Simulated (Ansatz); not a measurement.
# NiMoIrPdW (P3m1) in Ansatz: settings compared

Aim: see how the results for NiMoIrPdW move with the level of theory and the settings. Levels: RPBE, PBE, BLYP. Tasks: relaxation of cell and atoms, single point.

Program: Ansatz 0.2.0. These are calculated values, not measurements. Logs are shortened: lines on timing, memory, paths and dates and some standing lists are left out, and cuts for length are marked.

### 1 The crystal as given

It takes space group P3m1 (No. 156, trigonal). The conventional cell has a = 2.766 Å, b = 2.766 Å, c = 11.023 Å, α = 90.00°, β = 90.00°, γ = 120.00°. Around Ni (site symmetry 3m) lie 3 Mo at 2.60 Å and 3 Pd at 2.71 Å and 6 Ni at 2.77 Å. Mo (site symmetry 3m) has 3 Ni at 2.60 Å and 6 Mo at 2.77 Å and 3 Ir at 2.82 Å as nearest neighbours. Around Pd (site symmetry 3m) lie 3 Ni at 2.71 Å and 3 W at 2.74 Å and 6 Pd at 2.77 Å. Around Ir (site symmetry 3m) lie 3 W at 2.74 Å and 6 Ir at 2.77 Å and 3 Mo at 2.82 Å. Around W (site symmetry 3m) lie 3 Pd at 2.74 Å and 3 Ir at 2.74 Å and 6 W at 2.77 Å.

The cell was built by a generator and needn't be a form met in nature.

### 2 Relaxation of cell and atoms, RPBE, collinear spin, ferromagnetic start

File input.yaml:

```yaml
crystal:
  lattice:
    - [2.76616, 0.0, 0.0]
    - [-1.38308, 2.39557, 0.0]
    - [0.0, 0.0, 11.02292]
  atoms:
    - { symbol: Ni, position: [0.33333, 0.66667, 0.59712], spin: 1.0 }
    - { symbol: Mo, position: [0.0, 0.0, 0.41074], spin: 1.0 }
    - { symbol: Pd, position: [0.66667, 0.33333, 0.7952] }
    - { symbol: Ir, position: [0.66667, 0.33333, 0.1996], spin: 0.6 }
    - { symbol: W, position: [0.33333, 0.66667, 0.99734] }
hamiltonian:
  xc: rpbe
  pseudopotentials: { kind: paw }
magnetization:
  spin_polarized: true
kpoints:
  mp_grid: { grid: [8, 8, 2] }
scf:
  occupations: { method: fermi_dirac, width: 0.05 }
output:
  forces: true
  stress: true
  eigenvalues: true
relax:
  f_tol: 0.01
  max_steps: 40
  cell: { stress_tol: 0.05 }
```

Potentials or basis: Ansatz PAW.

Run with:

```console
ansatz run input.yaml --threads 8 --pin off --max-ram 20480MiB --backend cpu --events-out ev --progress --plain --runs-dir out
```

Standard output:

```text
Warning: the atoms were moved onto the symmetric positions of the space group found under crystal.symmetry.tolerance 1.0e-5 (fractional; no operation is sought that the atoms, as they stand in a round, miss by more than twice it, and no atom is moved by as much as it), and the run uses the moved positions. Before a round's move an operation carried an atom to 2.77e-5 Å from where it should land, the largest such distance. Atom 0 (counting from 0) moved farthest, by 1.60e-5 Å; the longest move in fractions of the cell, of whichever atom, is 0.47 of the tolerance, in 1 round. To run the atoms as typed, lower crystal.symmetry.tolerance until the operations that they miss are no longer found, or set crystal.symmetry.detect: false (a key that needs symmetry detection or time reversal refuses this as the deck is read). The positions used, in the order of the run's atom list: position: [0.3333333333333333, 0.6666666666666666, 0.59712]; position: [0.0, 0.0, 0.41074]; position: [0.6666666666666666, 0.3333333333333333, 0.7952]; position: [0.6666666666666666, 0.3333333333333333, 0.1996]; position: [0.3333333333333333, 0.6666666666666666, 0.99734]; The lattice was moved too: crystal.lattice keeps the space group found at crystal.symmetry.tolerance 1.0e-5 only nearly: the operation that it misses by the most changes a squared length by the fraction 3.74e-6. The run uses the lattice that is a stretch of the typed one, with no rotation, onto the one that keeps every operation to a double's rounding (on a very oblique basis the stretch itself rounds by more); the deck's lattice vector that moved farthest moved by 2.98e-6 Å. To run the lattice as typed, set crystal.symmetry.tolerance under 3.73e-6, the least fraction by which an operation that the lattice misses changes a squared length (the same key also sets how far an atom may lie from its image, so lowering it can lose operations that the atoms keep only within it), or set crystal.symmetry.detect: false, as for the atoms. crystal.lattice made exact, in Å and degrees: [[2.766162984364202, 0.0, 0.0], [-1.383081492182101, 2.3955674154675757, 0.0], [0.0, 0.0, 11.02292]]. Pasted over the deck's crystal.lattice, beside positions in fractional coordinates, it runs the same cell (given as lengths and angles, that cell in the form's own orientation, a rigid turn of the misfit's size from the one run here, for which a checkpoint.post_process_only pass over this run's state can be refused: where this run relaxes nothing, give such a pass this deck's own crystal.lattice, as typed; behind a relaxation, as crystal.lattice, the state's own cell, identity.cell in its checkpoint.json), and a matrix so pasted ends this notice, except on a very skew basis of the lattice, where the rounding of the pasted numbers themselves can read as a misfit: the cell is then moved again, and that move is told again. The lattice as run is in this notice's lattice.as_run_ang field (Run.prep()["deck_notices"] in Python, the deck_notice line of an events file, deck_notices of ansatz run --dry-run=json, or deck_notices in record.json in the deck's checkpoint.write directory).
Warning: RAYON_NUM_THREADS=8 ignored (pool sized by the plan → 8); use --threads N
Engine: ansatz 0.2.0, aarch64-unknown-linux-gnu
Pseudopotentials: kind: paw
Pseudopotential: Ni, paw, valence charge 18, recommended cutoff 420 eV (normal), Ni.paw.azcp
Pseudopotential: Mo, paw, valence charge 14, recommended cutoff 420 eV (normal), Mo.paw.azcp
Pseudopotential: Pd, paw, valence charge 18, recommended cutoff 420 eV (normal), Pd.paw.azcp
Pseudopotential: Ir, paw, valence charge 17, recommended cutoff 420 eV (normal), Ir.paw.azcp
Pseudopotential: W, paw, valence charge 14, recommended cutoff 420 eV (normal), W.paw.azcp
Functional definition: RPBE
  parameter kappa = 0.804
  parameter beta = 0.06672455060314922
  exchange = rpbe_x(kappa = kappa, mu = beta*pi^2/3)
  correlation = pbe_c(beta = beta)
Crystal: 5 atoms, lattice volume = 73.044 Å³
Basis set: ecut = 420 eV, 1429 PW (Γ), exchange–correlation on 40×40×150 points (8 copies of the dense FFT grid, shifted against one another)
Bands: 51, of which v1, the nominal top of the filled ones, is band 41 counted from 1 (40 counted from 0)
Symmetry: 6 space group operations
Space group: P3m1 (ITA 156), of the structure as read, at distance tolerance 4.2e-5 Å
Magnetic group: BNS 156.49 (UNI 1279), of the structure as read, at distance tolerance 4.2e-5 Å
k-points: 20 of 128 (time reversal used)
Non-local potential: Ni, projectors of the file, l = 0: 3, l = 1: 2, l = 2: 3, l = 3: 1
Non-local potential: Mo, projectors of the file, l = 0: 3, l = 1: 2, l = 2: 2, l = 3: 1
Non-local potential: Pd, projectors of the file, l = 0: 2, l = 1: 2, l = 2: 2, l = 3: 1
Non-local potential: Ir, projectors of the file, l = 0: 3, l = 1: 2, l = 2: 2, l = 3: 1
Non-local potential: W, projectors of the file, l = 0: 3, l = 1: 2, l = 2: 2, l = 3: 1
PAW form: soft (Blöchl's): semilocal exchange-correlation on the pseudo side does not see the compensation charge
PAW frozen core: Ni, regenerated for the run's functional, and the local potential with it (the file was generated under x = pbe(κ = 0.804, μ = 0.2195149727645171), c = pbe(β = 0.06672455060314922))
PAW frozen core: Mo, regenerated for the run's functional, and the local potential with it (the file was generated under x = pbe(κ = 0.804, μ = 0.2195149727645171), c = pbe(β = 0.06672455060314922))
PAW frozen core: Pd, regenerated for the run's functional, and the local potential with it (the file was generated under x = pbe(κ = 0.804, μ = 0.2195149727645171), c = pbe(β = 0.06672455060314922))
[... 190 lines left out ...]
basis re-selected at this cell: Δ(F+E_penalty+E_count) = -5.826e-4 eV, ΔP = -0.009 GPa vs the last step (what re-selecting the basis moved, of the pressure what is left beyond the Pulay correction that the steps carried, after the strain that the cell walked since its last selection, with what the two solves' SCF thresholds leave and, on support functions, any second-order correction that the steps lacked; it is no measure of the basis error at this ecutwfc). This SCF's stress stands 1.69e-2 GPa from its target on what of the cell is left free (relax.cell.stress_tol is 5.00e-2 GPa) and its largest allowed force component is 9.33e-4 eV/Å (relax.f_tol is 1.00e-2 eV/Å): within both
SCF converged after 17 iterations
Magnetization: -0.0000 μB (40.5000 up, 40.5000 down)
Absolute magnetization: 0.0000 μB (∫|ρ↑−ρ↓|, with the PAW one-centre terms)
Spin contamination: 0.0000 ħ² per cell (⟨S²⟩ above its minimum at these occupations)
Per-site moments (μB) at R_I (Å): [(-7.673338975861363e-6, 1.0815087517022246), (-1.244480515090835e-6, 1.0815087517022246), (-5.944523730949337e-7, 1.1313790036549638), (-4.692778863904413e-7, 1.1371323825158886), (-8.561773226402487e-8, 1.1371323825158886)]
Free energy (F): -40134.601538 eV
Harris-Foulkes:  -40134.601538 eV  (|F-HF|=5.09e-11)
Internal energy: -40134.553349 eV  (E = F + TS)
E sigma→0 (E₀):  -40134.577443 eV
Entropy (-TS):   -0.048190 eV (-9.638 meV/atom)
Fermi energy:    20.657220 eV
--- Per-component energies (eV) ---
  E_band       = -696.932142
  E_kinetic    = 2305.816213
  E_local      = -8581.319733  (includes V_loc(G=0)·N_el)
  E_nonlocal   = 1066.546920
  E_hartree    = 3477.040219
  E_xc         = -971.362299
  E_vxc        = -1086.469886  (∫ρ·V_xc dr)
  E_paw        = -26414.023414  (= ΣΔE_a)
  E_vpaw       = -1355.587373  (= ΣTr[D̂ρ^β])
  E_aug_tail   = 0.000815  (compensation charges beyond the density's cutoff)
  E_ewald      = -11016.958704
  E_core_change = -0.293366  (= ΣΔE_core)
  E_smearing   = -0.048190  (= −TS)
  E_closure    = 0.000000  (closes the sum)
  Σ components = -40134.601538   (vs F -40134.601538, Δ=0.00e0)
--- Forces (eV/Å), atoms counted from 1 ---
  atom   1  Ni     0.00000000    -0.00000000     0.00020620
  atom   2  Mo    -0.00000000     0.00000000    -0.00009734
  atom   3  Pd     0.00000000    -0.00000000    -0.00093344
  atom   4  Ir    -0.00000000     0.00000000     0.00006834
  atom   5  W      0.00000000    -0.00000000     0.00075298
  max |Σ_I F_I| component: 3.26e-6 eV/Å
--- Stress (GPa, compression-positive) ---
       -0.016860       0.000000       0.000000
        0.000000      -0.016860      -0.000000
        0.000000      -0.000000       0.004289
  P = ⅓ Tr σ = -0.0098 GPa (-0.098 kbar)
--- Band table (eV; the first three rows and the last of 40) ---
  k-point 0 ↑: bands = ["-82.4226", "-71.8667", "-64.0130", "-53.4268", "-42.8622", "-42.6576", "-42.6576", "-40.4138", "-29.8565", "-29.5278", "-29.5278", "-28.7320", "-28.5309", "-28.5309", "-17.8251", "-17.0508", "-17.0508", "-14.5706", "-13.8086", "-13.8086", "11.3942", "13.2467", "13.9259", "14.7797", "15.6933", "17.4616", "17.4616", "17.4996", "17.5976", "17.5976", "18.1621", "18.5226", "18.5226", "18.9239", "18.9239", "18.9919", "19.2220", "19.2220", "19.6370", "19.6370", "19.7394", "20.3472", "20.3472", "20.4288", "21.0118", "21.0118", "22.9317", "22.9317", "23.8233", "23.8233", "29.6724"]
  k-point 1 ↑: bands = ["-82.4226", "-71.8667", "-64.0130", "-53.4268", "-42.8622", "-42.6576", "-42.6576", "-40.4138", "-29.8565", "-29.5278", "-29.5278", "-28.7320", "-28.5309", "-28.5309", "-17.8251", "-17.0508", "-17.0508", "-14.5707", "-13.8086", "-13.8086", "11.4368", "13.0084", "14.0187", "14.9842", "15.7559", "17.4625", "17.4625", "17.5581", "17.5967", "17.5967", "18.0050", "18.4900", "18.4900", "18.8247", "19.0202", "19.0202", "19.2071", "19.2803", "19.2803", "19.4418", "19.4418", "20.4489", "20.4489", "20.9917", "20.9917", "21.2106", "22.9143", "22.9143", "23.8318", "23.8318", "28.7576"]
  k-point 2 ↑: bands = ["-82.4219", "-71.8621", "-64.0084", "-53.4126", "-42.8611", "-42.6645", "-42.6594", "-40.3878", "-29.8510", "-29.5694", "-29.5380", "-28.7225", "-28.6010", "-28.5479", "-17.8016", "-17.2217", "-17.0899", "-14.5443", "-13.9854", "-13.8488", "11.9692", "13.7950", "14.3572", "15.1974", "15.9852", "16.9971", "17.3466", "17.5381", "17.8452", "17.8551", "17.9441", "18.0620", "18.3420", "18.5048", "18.9607", "18.9979", "19.1148", "19.3223", "19.3298", "19.6126", "19.6899", "20.1197", "20.6167", "20.7764", "21.1674", "21.3401", "22.8585", "23.5630", "23.7472", "24.4569", "30.0607"]
  k-point 19 ↓: bands = ["-82.4176", "-71.8320", "-63.9782", "-53.3185", "-42.8545", "-42.6964", "-42.6840", "-40.2143", "-29.8148", "-29.7586", "-29.6840", "-28.9160", "-28.7918", "-28.6597", "-17.9599", "-17.6659", "-17.6464", "-14.7546", "-14.4472", "-14.3695", "15.3338", "15.4984", "15.9986", "16.1058", "16.5181", "16.5865", "16.8129", "16.9270", "17.2384", "17.6261", "17.6813", "18.0194", "18.4388", "18.8336", "19.0610", "19.3790", "19.9152", "20.1668", "20.6578", "20.8160", "20.9821", "21.2760", "22.2369", "22.5642", "23.0543", "24.9694", "25.3560", "26.6502", "27.1094", "27.4660", "28.7605"]
--- Relaxed structure (6 steps of the walk, 5 accepted, 1 SCFs on fresh bases) ---
  F+E_penalty+E_count = -40134.60153843 eV   max|allowed force component| = 9.328e-4 eV/Å   (the final SCF, on the basis selected at the relaxed cell)
  cell:  # Å, volume = 74.4121 Å³
    - [2.779927370003288, 5.093845952110925e-19, 4.1909219719415594e-18]
    - [-1.389963685001644, 2.4074877230985097, -2.095460985970782e-18]
    - [1.6700461210738145e-17, -1.6253130529251766e-32, 11.118494496711486]
  atoms:
    - { symbol: Ni, position: [0.33333333333333337, 0.6666666666666667, 0.5960745540638016] }
    - { symbol: Mo, position: [-4.986195309513265e-19, -2.335239909850503e-34, 0.4096129578303129] }
    - { symbol: Pd, position: [0.6666666666666667, 0.33333333333333337, 0.7961103581299948] }
    - { symbol: Ir, position: [0.6666666666666667, 0.33333333333333337, 0.19989143851538915] }
    - { symbol: W, position: [0.33333333333333337, 0.6666666666666667, 0.9983106914605012] }
```

Wall time 25 s (8 threads of Arm Neoverse V2, shared host); peak memory 0.64 GiB.

Results:

| Quantity | Value |
| --- | --- |
| Free energy | -40134.6015 eV |
| Relaxed volume | 14.88 Å³/atom |
| Relaxed cell | a = 2.780 Å, b = 2.780 Å, c = 11.118 Å, α = 90.00°, β = 90.00°, γ = 120.00° |
| Space group after relaxing (to 0.05 Å) | P3m1 (No. 156) |
| Energy gained by relaxing | 3.8 meV/atom |
| Ionic steps | 6 |
| Pressure after relaxing | 0.0 GPa |
| Band gap on the k mesh | none (metal or under the smearing width) |
| Net moment | 0.00 μB per cell |
| Absolute moment | 0.00 μB per cell |

Step by step:
```tsv
step	energy change (eV)	largest force (eV/Å)	volume (Å³)
1	0.0000	0.0776	73.04
2	-0.0182	0.0568	74.34
3	-0.0185	0.0200	74.40
4	-0.0186	0.0117	74.41
5	-0.0186	0.0011	74.41
6	-0.0191	0.0009	74.41
```

Final structure:
```xyz
5
Lattice="2.7799 0.0000 0.0000 -1.3900 2.4075 0.0000 0.0000 0.0000 11.1185" Properties=species:S:1:pos:R:3 pbc="T T T"
Ni    0.0000    1.6050    6.6275
Mo    0.0000    0.0000    4.5543
Pd    1.3900    0.8025    8.8515
Ir    1.3900    0.8025    2.2225
W     0.0000    1.6050   11.0997
```

Caveat: the plane-wave basis is chosen anew once the cell has moved, so the energies of steps on either side of that aren't comparable; the PAW data sets come from PBE, with cores solved anew for the run's functional, which leaves a small shift of forces and pressure; the starting moments weren't kept.

### 3 Single point, PBE, collinear spin, ferromagnetic start

Changes to input.yaml since step 2:

```diff
@@ -12,4 +12,4 @@
 hamiltonian:
-  xc: rpbe
-  pseudopotentials: { kind: paw }
+  xc: pbe
+  pseudopotentials: { kind: nc, accuracy: standard }
 magnetization:
@@ -17,3 +17,3 @@
 kpoints:
-  mp_grid: { grid: [8, 8, 2] }
+  mp_grid: { grid: [11, 11, 3] }
 scf:
@@ -24,5 +24 @@
   eigenvalues: true
-relax:
-  f_tol: 0.01
-  max_steps: 40
-  cell: { stress_tol: 0.05 }
```

Potentials or basis: PseudoDojo standard (PBE files).

Run with:

```console
ansatz run input.yaml --threads 8 --pin off --max-ram 20480MiB --backend cpu --events-out ev --progress --plain --runs-dir out
```

Standard output:

```text
Warning: the atoms were moved onto the symmetric positions of the space group found under crystal.symmetry.tolerance 1.0e-5 (fractional; no operation is sought that the atoms, as they stand in a round, miss by more than twice it, and no atom is moved by as much as it), and the run uses the moved positions. Before a round's move an operation carried an atom to 2.77e-5 Å from where it should land, the largest such distance. Atom 0 (counting from 0) moved farthest, by 1.60e-5 Å; the longest move in fractions of the cell, of whichever atom, is 0.47 of the tolerance, in 1 round. To run the atoms as typed, lower crystal.symmetry.tolerance until the operations that they miss are no longer found, or set crystal.symmetry.detect: false (a key that needs symmetry detection or time reversal refuses this as the deck is read). The positions used, in the order of the run's atom list: position: [0.3333333333333333, 0.6666666666666666, 0.59712]; position: [0.0, 0.0, 0.41074]; position: [0.6666666666666666, 0.3333333333333333, 0.7952]; position: [0.6666666666666666, 0.3333333333333333, 0.1996]; position: [0.3333333333333333, 0.6666666666666666, 0.99734]; The lattice was moved too: crystal.lattice keeps the space group found at crystal.symmetry.tolerance 1.0e-5 only nearly: the operation that it misses by the most changes a squared length by the fraction 3.74e-6. The run uses the lattice that is a stretch of the typed one, with no rotation, onto the one that keeps every operation to a double's rounding (on a very oblique basis the stretch itself rounds by more); the deck's lattice vector that moved farthest moved by 2.98e-6 Å. To run the lattice as typed, set crystal.symmetry.tolerance under 3.73e-6, the least fraction by which an operation that the lattice misses changes a squared length (the same key also sets how far an atom may lie from its image, so lowering it can lose operations that the atoms keep only within it), or set crystal.symmetry.detect: false, as for the atoms. crystal.lattice made exact, in Å and degrees: [[2.766162984364202, 0.0, 0.0], [-1.383081492182101, 2.3955674154675757, 0.0], [0.0, 0.0, 11.02292]]. Pasted over the deck's crystal.lattice, beside positions in fractional coordinates, it runs the same cell (given as lengths and angles, that cell in the form's own orientation, a rigid turn of the misfit's size from the one run here, for which a checkpoint.post_process_only pass over this run's state can be refused: where this run relaxes nothing, give such a pass this deck's own crystal.lattice, as typed; behind a relaxation, as crystal.lattice, the state's own cell, identity.cell in its checkpoint.json), and a matrix so pasted ends this notice, except on a very skew basis of the lattice, where the rounding of the pasted numbers themselves can read as a misfit: the cell is then moved again, and that move is told again. The lattice as run is in this notice's lattice.as_run_ang field (Run.prep()["deck_notices"] in Python, the deck_notice line of an events file, deck_notices of ansatz run --dry-run=json, or deck_notices in record.json in the deck's checkpoint.write directory).
Warning: RAYON_NUM_THREADS=8 ignored (pool sized by the plan → 8); use --threads N
[... 1 set-up line as earlier in the session ...]
Pseudopotentials: kind: nc
[... 93 lines left out ...]
  k-point 0 ↑: bands = ["-81.8552", "-71.4865", "-63.6283", "-52.9683", "-42.3819", "-42.1264", "-42.1264", "-39.9105", "-29.4840", "-29.1435", "-29.1435", "-28.2892", "-28.0301", "-28.0301", "-17.3418", "-16.5382", "-16.5382", "-14.0876", "-13.2744", "-13.2744", "11.7949", "13.6384", "14.3023", "15.1351", "16.0704", "17.9092", "17.9092", "17.9314", "18.0117", "18.0117", "18.6208", "18.9001", "18.9001", "19.4050", "19.4050", "19.4368", "19.6891", "19.6891", "20.1108", "20.1108", "20.2384", "20.8346", "20.8346", "20.9447", "21.5316", "21.5316", "23.4705", "23.4705", "24.3736", "24.3736", "30.4769"]
  k-point 1 ↑: bands = ["-81.8552", "-71.4865", "-63.6283", "-52.9683", "-42.3819", "-42.1264", "-42.1264", "-39.9105", "-29.4840", "-29.1435", "-29.1435", "-28.2892", "-28.0301", "-28.0301", "-17.3418", "-16.5382", "-16.5382", "-14.0876", "-13.2744", "-13.2744", "11.8309", "13.4333", "14.3909", "15.2803", "16.1287", "17.9080", "17.9080", "17.9828", "18.0136", "18.0136", "18.5157", "18.8772", "18.8772", "19.3274", "19.4806", "19.4806", "19.7220", "19.7220", "19.7340", "19.9630", "19.9630", "20.9179", "20.9179", "21.5170", "21.5170", "21.5993", "23.4555", "23.4555", "24.3810", "24.3810", "29.6957"]
  k-point 2 ↑: bands = ["-81.8548", "-71.4839", "-63.6256", "-52.9601", "-42.3813", "-42.1304", "-42.1274", "-39.8955", "-29.4808", "-29.1674", "-29.1494", "-28.2838", "-28.0701", "-28.0397", "-17.3284", "-16.6361", "-16.5605", "-14.0726", "-13.3756", "-13.2973", "12.1104", "13.9411", "14.5442", "15.3722", "16.2388", "17.6470", "17.8036", "17.9958", "18.0831", "18.2383", "18.4619", "18.7655", "18.8652", "18.8928", "19.4680", "19.5248", "19.6479", "19.7396", "19.7523", "20.0888", "20.3232", "20.6621", "21.0600", "21.0864", "21.5798", "21.6910", "23.4329", "23.8439", "24.3311", "24.7451", "30.6833"]
  k-point 41 ↓: bands = ["-81.8497", "-71.4493", "-63.5906", "-52.8520", "-42.3734", "-42.1663", "-42.1566", "-39.6970", "-29.4392", "-29.3789", "-29.3217", "-28.4200", "-28.3254", "-28.2123", "-17.4567", "-17.2336", "-17.1520", "-14.2306", "-13.9972", "-13.8736", "15.8462", "16.0278", "16.4713", "16.6372", "16.9393", "16.9986", "17.1387", "17.2503", "17.5436", "17.8831", "18.0830", "18.5583", "18.9057", "19.2286", "19.5433", "19.8229", "20.5082", "20.7049", "21.0831", "21.2509", "21.4286", "21.6999", "22.6853", "23.0813", "23.6750", "25.6886", "26.1024", "27.1833", "27.7855", "27.9488", "29.0663"]
```

Wall time 34 s (8 threads of Arm Neoverse V2, shared host); peak memory 1.6 GiB.

Results:

```yaml
Free_energy: -15362.7135 eV
Pressure: 0.1 GPa
Largest_force: 0.172 eV/Å
Band_gap_on_the_k_mesh: none (metal or under the smearing width)
Net_moment: 0.00 μB per cell
Absolute_moment: 0.00 μB per cell
```

Forces in eV/Å, atoms in the order of the input:
```
Ni   0.000  0.000 -0.033
Mo   0.000  0.000 -0.071
Pd   0.000  0.000 -0.082
Ir   0.000  0.000  0.014
W    0.000  0.000  0.172
```

Caveat: the starting moments weren't kept.

[end of part 1 of 2]
